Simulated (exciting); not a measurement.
**ScNb: equation of state with PBEsol**

ScNb:

```xyz
2
Lattice="3.0656 0.0000 0.0000 -1.5328 2.6549 0.0000 0.0000 0.0000 5.0722" Properties=species:S:1:pos:R:3 pbc="T T T"
Nb    0.0000    1.7700    2.5361
Sc    0.0000    0.0000    0.0000
```

The cell comes from a database or a generator and needn't be the stable form of this composition.

| Property | Result |
| --- | --- |
| Program | exciting (release sodium) |
| Task | equation of state |
| Functional | PBEsol |
| Potentials or basis | all-electron LAPW+lo, shipped species files, valence relativity iora* |
| rgkmax | 9 |
| k mesh | 10 × 10 × 5 |
| Occupations | fermi-dirac, width 0.05 eV |
| Spin | no spin polarisation |
| gmaxvr (cutoff of density and potential) | 14 1/bohr |
| lmaxapw (and lmaxmat) | 10 |
| lmaxvr | 8 |
| nempty | 18 |
| Valence relativity | iora* |
| Muffin-tin radii | Nb 2.3, Sc 2.0 bohr |

```yaml
Equilibrium_volume: 19.83 Å³/atom
Bulk_modulus_at_fixed_shape_and_positions: 108 GPa
Pressure_derivative_of_the_bulk_modulus: 3.4
```

Energy against volume, from the lowest point:
```csv
volume (Å³/atom),energy (meV/atom)
19.403,3.17
19.816,0.00
20.229,2.54
20.641,10.44
21.054,23.15
21.467,40.29
21.880,61.43
```

Caveat: the cell was scaled at fixed shape and fractional positions, which overstates the stiffness of a crystal with free parameters, most of all of layers and chains.
